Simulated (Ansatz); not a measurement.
# AlH₄NOSn: up Jacob's ladder to CCSD(T)

The task here is to estimate one member of a computed series from the others.

Method: functionals in def2-TZVPP, the program's frozen cores in correlated methods; program: Ansatz 0.2.0, Gaussian basis.

Levels to be run: LDA (SPW92), PBE-D4, revPBE-D4, BLYP-D4, r2SCAN-D4, B97M-V, PBE0-D4, B3LYP-D4, r2SCANh-D4, r2SCAN0-D4, HSE06-D4, BHLYP-D4, CAM-B3LYP-D4, LC-ωPBE, ωB97X-V, ωB97M-V, B2PLYP, PBE-QIDH; CCSD(T)/def2-SVP; CCSD(T)/def2-TZVPP; MP2/def2-QZVPP; extrapolation to the limit; RPA on PBE.

1 further run of the same task is left out (for a known fault of the program).

## The relaxed structure

The geometry comes from an earlier relaxation with PBE0-D4 in a triple-zeta def2 set; it is a stationary point, not always the lowest conformer. Sn takes the def2 core potential; no spin-orbit term is included.

8 atoms, charge 0, spin multiplicity 1.

Atoms are counted from 1 here; the program's logs count them from 0.

Bond lengths: O1–Sn2 1.979 Å, O1–H5 0.960 Å, Sn2–N3 2.127 Å, Sn2–Al4 2.546 Å, Sn2–H6 1.712 Å, N3–Al4 1.739 Å, N3–H7 1.009 Å, Al4–H8 1.580 Å. Angles: Sn2–O1–H5 112.5°, O1–Sn2–N3 109.6°, O1–Sn2–Al4 124.0°, O1–Sn2–H6 98.0°, N3–Sn2–Al4 42.5°, N3–Sn2–H6 112.6°, Al4–Sn2–H6 135.0°, Sn2–N3–Al4 81.7°, Sn2–N3–H7 133.2°, Al4–N3–H7 145.1°, Sn2–Al4–N3 55.8°, Sn2–Al4–H8 160.0°, N3–Al4–H8 144.2°.

Set-up of the first run:

Contents of in.yaml:

```yaml
crystal:
  periodic: [false, false, false]
  atoms:
    - {symbol: O, position_ang: [-0.363253, 1.806316, -1.444224]}
    - {symbol: Sn, position_ang: [0.043795, 0.993054, 0.313411]}
    - {symbol: N, position_ang: [0.760307, -0.990018, 0.033684]}
    - {symbol: Al, position_ang: [-0.646593, -1.363619, 0.986000]}
    - {symbol: H, position_ang: [-1.052362, 1.333595, -1.916467]}
    - {symbol: H, position_ang: [1.277831, 2.077655, 0.796197]}
    - {symbol: H, position_ang: [1.563805, -1.373812, -0.441243]}
    - {symbol: H, position_ang: [-1.491530, -2.540172, 1.616842]}
basis:
  gaussian: {orbitals: def2-TZVPP}
hamiltonian: {xc: lda}
output: {orbitals: {seedname: orbitals}}
```

The run is started by

```bash
> ansatz run in.yaml --threads 2 --pin off --events-out ev --progress --plain --max-ram 4352MiB
```

Among the steps run: LDA; PBE-D4 (GGA); revPBE-D4 (GGA); BLYP-D4 (GGA); r2SCAN-D4 (meta-GGA); B97M-V (meta-GGA); PBE0-D4 (hybrid); B3LYP-D4 (hybrid); r2SCANh-D4 (hybrid); r2SCAN0-D4 (hybrid); HSE06-D4 (hybrid); BHLYP-D4 (hybrid); CAM-B3LYP-D4 (range-separated); LC-ωPBE (range-separated); ωB97X-V (range-separated); ωB97M-V (range-separated); B2PLYP (double hybrid); PBE-QIDH (double hybrid).

One of the session's tables, all rows but one given; the rest of the session is left out.

It belongs to the step «Frontier levels by functional». 

| functional | HOMO (eV) | LUMO (eV) | gap (eV) |
| --- | --- | --- | --- |
| LDA (SPW92) | -5.71 | -2.31 | 3.40 |
| PBE-D4 | -5.59 | -2.12 | 3.47 |
| revPBE-D4 | -5.54 | -2.04 | 3.50 |
| BLYP-D4 | -5.47 | -2.05 | 3.42 |
| r2SCAN-D4 | ? | ? | ? |
| B97M-V | -5.86 | -1.96 | 3.90 |
| PBE0-D4 | -6.60 | -1.38 | 5.22 |
| B3LYP-D4 | -6.43 | -1.63 | 4.81 |
| r2SCANh-D4 | -6.19 | -1.66 | 4.53 |
| r2SCAN0-D4 | -6.74 | -1.27 | 5.47 |
| HSE06-D4 | -6.21 | -1.74 | 4.47 |
| BHLYP-D4 | -7.49 | -0.60 | 6.89 |
| CAM-B3LYP-D4 | -7.78 | -0.46 | 7.32 |
| LC-ωPBE | -8.95 | 0.62 | 9.57 |
| ωB97X-V | -8.69 | 0.54 | 9.22 |
| ωB97M-V | -8.54 | 0.29 | 8.83 |

Q: Estimate the row for r2SCAN-D4 from the others.

Worked estimate for «HOMO (eV)». Against the share of exact exchange, r2SCANh-D4 (0.1, -6.19), r2SCAN0-D4 (0.25, -6.74) give a slope of -3.67 per unit share; at 0 the line stands at -5.82.

As computed: HOMO (eV): -5.81; LUMO (eV): -1.91; gap (eV): 3.90. In «HOMO (eV)» the line misses by -0.01.
